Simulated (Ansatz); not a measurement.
# AsH₃OS (SMILES OS[AsH2]): functionals against CCSD(T) at one geometry

One table from this session's results is given with a row withheld; the runs are named, their logs left out.

The runs use Ansatz 0.2.0, Gaussian basis; single points in def2-TZVPP.

Correlated methods freeze the cores. Filled d shells of the heavier atoms are correlated.

### The system as given

6 atoms, charge 0, spin multiplicity 1.

Atoms are counted from 1 here; the program's logs count them from 0.

Bond lengths: O1–S2 1.647 Å, O1–H4 1.028 Å, S2–As3 2.212 Å, As3–H5 1.330 Å, As3–H6 1.392 Å. Angles: S2–O1–H4 96.0°, O1–S2–As3 97.9°, S2–As3–H5 93.1°, S2–As3–H6 92.5°, H5–As3–H6 97.5°.

Geometry (Å):

```mol
AsH3OS
  3D, bonds by distance, orders not assigned

  6  5  0  0  0  0  0  0  0  0999 V2000
   -0.5535   -1.1611   -0.5913 O   0  0
   -1.1438    0.3734   -0.4894 S   0  0
    0.7030    1.3647    0.2173 As  0  0
   -1.2341   -1.5814    0.0542 H   0  0
    1.4832    0.6350   -0.5744 H   0  0
    0.7784    0.5536    1.3461 H   0  0
  1  2  8  0
  1  4  8  0
  2  3  8  0
  3  5  8  0
  3  6  8  0
M  END
```

The first run:

run/in.yaml

```yaml
crystal:
  periodic: [false, false, false]
  atoms:
    - {symbol: O, position_ang: [-0.553500, -1.161100, -0.591300]}
    - {symbol: S, position_ang: [-1.143800, 0.373400, -0.489400]}
    - {symbol: As, position_ang: [0.703000, 1.364700, 0.217300]}
    - {symbol: H, position_ang: [-1.234100, -1.581400, 0.054200]}
    - {symbol: H, position_ang: [1.483200, 0.635000, -0.574400]}
    - {symbol: H, position_ang: [0.778400, 0.553600, 1.346100]}
basis:
  gaussian: {orbitals: def2-TZVPP}
correlation: {method: ccsd_t}
output: {forces: true}
```

The command line of these runs was not kept.

Steps of the session up to this table: CCSD(T)/def2-TZVPP; PBE0-D4/def2-TZVPP; wB97M-V/def2-TZVPP; r2SCAN-D4/def2-TZVPP; PBE-D4/def2-TZVPP; SPW92/def2-TZVPP; wB97X-V/def2-TZVPP.

One of the session's tables, all rows but one given; the rest of the session is left out.

```
   method  RMS force component (eV/Å)  angle to CCSD(T) forces (°)  dipole (D)
  CCSD(T)                       2.292                    reference        1.49
  PBE0-D4                       2.362                          4.1        1.54
  wB97M-V                       2.310                          2.8        1.49
r2SCAN-D4                       2.331                          1.8        1.57
   PBE-D4                       2.396                          5.8        1.50
    SPW92                       2.286                          7.2        1.56
  wB97X-V                           ?                            ?           ?
```

Estimate the missing values for wB97X-V.

As computed: RMS force component (eV/Å): 2.334; angle to CCSD(T) forces (°): 3.6; dipole (D): 1.55. In the column «RMS force component (eV/Å)» it lies between r2SCAN-D4 (2.331) and PBE0-D4 (2.362).
